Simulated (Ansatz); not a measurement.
# C₂H₈ClNSi: a ladder of functionals and wavefunction methods

The task here is to estimate one member of a computed series from the others.

Computed with Ansatz 0.2.0, Gaussian basis. Level: functionals in def2-TZVPP, the program's frozen cores in correlated methods.

The runs, in order: PBE-D4, r2SCAN-D4, PBE0-D4, B3LYP-D4, ωB97X-V, ωB97M-V, B2PLYP; CCSD(T)/def2-TZVPP; MP2/def2-QZVPP; extrapolation to the limit.

## The relaxed structure

The geometry comes from an earlier relaxation with PBE0-D4 in a triple-zeta def2 set; it is a stationary point, not always the lowest conformer.

13 atoms, charge 0, spin multiplicity 1.

Atoms are counted from 1 here; the program's logs count them from 0.

Bond lengths: C1–N2 1.448 Å, C1–H6 1.094 Å, C1–H7 1.093 Å, C1–H8 1.098 Å, N2–Si3 1.708 Å, N2–H9 1.008 Å, Si3–C4 1.890 Å, Si3–H10 1.483 Å, Si3–H11 1.491 Å, C4–Cl5 1.789 Å, C4–H12 1.091 Å, C4–H13 1.092 Å. Angles: N2–C1–H6 111.0°, N2–C1–H7 109.5°, N2–C1–H8 113.5°, H6–C1–H7 107.0°, H6–C1–H8 108.0°, H7–C1–H8 107.6°, C1–N2–Si3 123.3°, C1–N2–H9 113.5°, Si3–N2–H9 117.2°, N2–Si3–C4 114.9°, N2–Si3–H10 108.1°, N2–Si3–H11 108.7°, C4–Si3–H10 107.7°, C4–Si3–H11 105.7°, H10–Si3–H11 111.8°, Si3–C4–Cl5 109.4°, Si3–C4–H12 112.3°, Si3–C4–H13 112.1° and more.

Set-up of the first run:

File in.yaml:

```yaml
crystal:
  periodic: [false, false, false]
  atoms:
    - {symbol: C, position_ang: [-1.180330, 1.050686, 1.077090]}
    - {symbol: N, position_ang: [0.034775, 1.169954, 0.299545]}
    - {symbol: Si, position_ang: [1.095530, -0.137341, 0.010645]}
    - {symbol: C, position_ang: [0.377788, -1.525300, -1.051878]}
    - {symbol: Cl, position_ang: [-0.143405, -0.858702, -2.627665]}
    - {symbol: H, position_ang: [-1.439425, 2.003735, 1.546705]}
    - {symbol: H, position_ang: [-1.027956, 0.328510, 1.883834]}
    - {symbol: H, position_ang: [-2.045013, 0.714627, 0.490536]}
    - {symbol: H, position_ang: [-0.004037, 1.894953, -0.399265]}
    - {symbol: H, position_ang: [2.295239, 0.388279, -0.685811]}
    - {symbol: H, position_ang: [1.443537, -0.766447, 1.316516]}
    - {symbol: H, position_ang: [-0.496934, -1.988603, -0.592704]}
    - {symbol: H, position_ang: [1.110532, -2.309050, -1.252747]}
basis:
  gaussian: {orbitals: def2-TZVPP}
hamiltonian: {xc: pbe, dispersion: d4}
output: {forces: true, orbitals: {seedname: orbitals}}
```

Run with:

```console
$ ansatz run in.yaml --threads 4 --pin off --events-out ev --progress --plain --max-ram 10444MiB
```

Steps of the session up to this table: PBE-D4 (GGA); r2SCAN-D4 (meta-GGA); PBE0-D4 (hybrid); B3LYP-D4 (hybrid); ωB97X-V (range-separated); ωB97M-V (range-separated); B2PLYP (double hybrid); CCSD(T) in def2-TZVPP; MP2 in def2-QZVPP.

One of the session's tables, all rows but one given; the rest of the session is left out.

```
            method  atomisation energy (kJ/mol)
            PBE-D4                       4600.3
         r2SCAN-D4                       4533.5
           PBE0-D4                       4542.8
          B3LYP-D4                       4543.6
           ωB97X-V                       4561.0
           ωB97M-V                       4558.3
            B2PLYP                       4484.6
     HF/def2-TZVPP                       3311.5
    MP2/def2-TZVPP                       4455.9
   CCSD/def2-TZVPP                       4357.3
CCSD(T)/def2-TZVPP                       4416.5
           MP2/CBS                            ?
       CCSD(T)/CBS                       4540.5
```

**Question.** Estimate the row for MP2/CBS.

**Answer.** atomisation energy (kJ/mol): 4579.9. In the column «atomisation energy (kJ/mol)» it lies between ωB97X-V (4561.0) and PBE-D4 (4600.3).
